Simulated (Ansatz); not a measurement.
**BiClO: further runs on the relaxed cell**

Aim: for BiClO, repeat the electronic structure at other levels of theory.

Computed with Ansatz 0.2.0 (DFT PBEsol, scalar-relativistic, plane waves, PAW, unless a step's input says otherwise).

1 further run of the same task is left out (set aside as unsound or not needed).

## (1) Starting point

The structure is tetragonal, space group P4/nmm (No. 129). Conventional cell: a = 3.879 Å, b = 3.879 Å, c = 7.364 Å, α = 90.00°, β = 90.00°, γ = 90.00°. Around Bi (site symmetry 4mm) lie 4 O at 2.31 Å and 4 Cl at 3.04 Å. Cl (site symmetry 4mm) is surrounded by 4 Bi at 3.04 Å. O (site symmetry -4m2) is surrounded by 4 Bi at 2.31 Å.

Structure file:

```cif
data_structure
_symmetry_space_group_name_H-M 'P4/nmm:1'
_symmetry_Int_Tables_number 129
_cell_length_a 3.8793
_cell_length_b 3.8793
_cell_length_c 7.3639
_cell_angle_alpha 90.000
_cell_angle_beta 90.000
_cell_angle_gamma 90.000
_cell_volume 110.82
loop_
_atom_site_label
_atom_site_type_symbol
_atom_site_symmetry_multiplicity
_atom_site_Wyckoff_symbol
_atom_site_fract_x
_atom_site_fract_y
_atom_site_fract_z
_atom_site_occupancy
Bi1 Bi 2 c 0.50000 0.00000 0.32869 1
Cl1 Cl 2 c 0.00000 0.50000 0.14951 1
O1 O 2 b 0.00000 0.00000 0.50000 1
```

This cell was relaxed beforehand with the same method: volume 18.47 Å³/atom, gap on the mesh 2.57 eV.

## (2) Level of theory: PBEsol with spin-orbit coupling

File input.yaml:

```yaml
crystal:
  lattice:
    - [3.8792605955, 0.0, 0.0]
    - [0.0, 3.8792605955, 0.0]
    - [0.0, 0.0, 7.3639176875]
  atoms:
    - { symbol: Bi, position: [0.5, 0.0, 0.3286935157] }
    - { symbol: Bi, position: [0.0, 0.5, 0.6713064843] }
    - { symbol: Cl, position: [0.0, 0.5, 0.1495137735] }
    - { symbol: Cl, position: [0.5, 0.0, 0.8504862265] }
    - { symbol: O, position: [0.0, 0.0, 0.5] }
    - { symbol: O, position: [0.5, 0.5, 0.5] }
basis:
  ecutwfc: 420
kpoints:
  mp_grid: { grid: [6, 6, 4] }
  band_path:
    path:
      - [[0.0, 0.0, 0.0], [0.0, 0.5, 0.0], [0.5, 0.5, 0.0], [0.0, 0.0, 0.0], [0.0, 0.0, 0.5], [0.0, 0.5, 0.5], [0.5, 0.5, 0.5], [0.0, 0.0, 0.5]]
      - [[0.0, 0.5, 0.0], [0.0, 0.5, 0.5]]
      - [[0.5, 0.5, 0.0], [0.5, 0.5, 0.5]]
    npoints: 10
hamiltonian:
  xc: pbesol
scf:
  occupations: { method: gaussian, width: 0.02 }
output:
  forces: true
  stress: true
  eigenvalues: true
  populations: true
  dos: { projected: true, de: 0.02 }
  bader: false
  write_density: true
  write_potential: true
  elf: true
  volumetric_format: npy
magnetization:
  noncollinear: true
  spin_orbit: true
```

Launch:

```bash
> ansatz run input.yaml --threads 2 --pin off --max-ram 5120MiB --backend cpu --events-out ev --progress --plain --runs-dir out
```

## (3) Band edges anywhere in the zone (PBEsol with spin-orbit coupling)

File input.yaml:

```yaml
crystal:
  lattice:
    - [3.8792605955, 0.0, 0.0]
    - [0.0, 3.8792605955, 0.0]
    - [0.0, 0.0, 7.3639176875]
  atoms:
    - { symbol: Bi, position: [0.5, 0.0, 0.3286935157] }
    - { symbol: Bi, position: [0.0, 0.5, 0.6713064843] }
    - { symbol: Cl, position: [0.0, 0.5, 0.1495137735] }
    - { symbol: Cl, position: [0.5, 0.0, 0.8504862265] }
    - { symbol: O, position: [0.0, 0.0, 0.5] }
    - { symbol: O, position: [0.5, 0.5, 0.5] }
basis:
  ecutwfc: 420
kpoints:
  mp_grid: { grid: [6, 6, 4] }
  band_path: { path: [VBM, CBM], npoints: 2 }
hamiltonian:
  xc: pbesol
scf:
  occupations: { method: gaussian, width: 0.02 }
output:
  forces: false
  stress: false
  eigenvalues: true
magnetization:
  noncollinear: true
  spin_orbit: true
checkpoint:
  read: start.run
  write: ck
  compress: false
  write_wavefunctions: false
  write_every: 100000
```

## (4) Levels beside the edges (PBEsol with spin-orbit coupling)

Changes to input.yaml since step 3:

```diff
@@ -16,3 +16,2 @@
   mp_grid: { grid: [6, 6, 4] }
-  band_path: { path: [VBM, CBM], npoints: 2 }
 hamiltonian:
@@ -25,2 +24,35 @@
   eigenvalues: true
+  eigenstates:
+    kpoints:
+      - [0.0, 0.411458, -0.5]
+      - [0.01234807, 0.411458, -0.5]
+      - [-0.01234807, 0.411458, -0.5]
+      - [0.0, 0.42380607, -0.5]
+      - [0.0, 0.39910993, -0.5]
+      - [0.0, 0.411458, -0.476559922]
+      - [0.0, 0.411458, -0.523440078]
+      - [0.008731404, 0.420189404, -0.5]
+      - [-0.008731404, 0.402726596, -0.5]
+      - [0.008731404, 0.411458, -0.483425362]
+      - [-0.008731404, 0.411458, -0.516574638]
+      - [0.0, 0.420189404, -0.483425362]
+      - [0.0, 0.402726596, -0.516574638]
+      - [0.007129162, 0.418587162, -0.486466865]
+      - [-0.007129162, 0.404328838, -0.513533135]
+      - [0.0, 0.0, 0.5]
+      - [0.01234807, 0.0, 0.5]
+      - [-0.01234807, 0.0, 0.5]
+      - [0.0, 0.01234807, 0.5]
+      - [0.0, -0.01234807, 0.5]
+      - [0.0, 0.0, 0.523440078]
+      - [0.0, 0.0, 0.476559922]
+      - [0.008731404, 0.008731404, 0.5]
+      - [-0.008731404, -0.008731404, 0.5]
+      - [0.008731404, 0.0, 0.516574638]
+      - [-0.008731404, 0.0, 0.483425362]
+      - [0.0, 0.008731404, 0.516574638]
+      - [0.0, -0.008731404, 0.483425362]
+      - [0.007129162, 0.007129162, 0.513533135]
+      - [-0.007129162, -0.007129162, 0.486466865]
+    e_range: [-3.715115, 3.715115]
 magnetization:
```

(Steps that only read results are left out.)

What does the calculation give? Wanted: gap; gap over the zone; valence top, conduction bottom; hole masses; electron masses.

**Answer**, as computed:

```
                                                                       quantity                                          value
                                          gap (PBEsol with spin-orbit coupling)                  2.22 eV, indirect on the path
                            gap over the zone (PBEsol with spin-orbit coupling)                              2.22 eV, indirect
valence top, conduction bottom (fractional k) (PBEsol with spin-orbit coupling)  (0.000, 0.411, -0.500), (0.000, 0.000, 0.500)
                                  hole masses (PBEsol with spin-orbit coupling)   0.58 to 8.30 m0 along the directions sampled
                              electron masses (PBEsol with spin-orbit coupling)   0.38 to 0.87 m0 along the directions sampled
```

**Reading.** The gap runs from 2.22 eV with PBEsol with spin-orbit coupling to 2.52 eV with PBEsol. Spin-orbit coupling moves it by -0.30 eV. PBEsol with spin-orbit coupling cost 2.8 times the CPU time of PBEsol on a shared host.
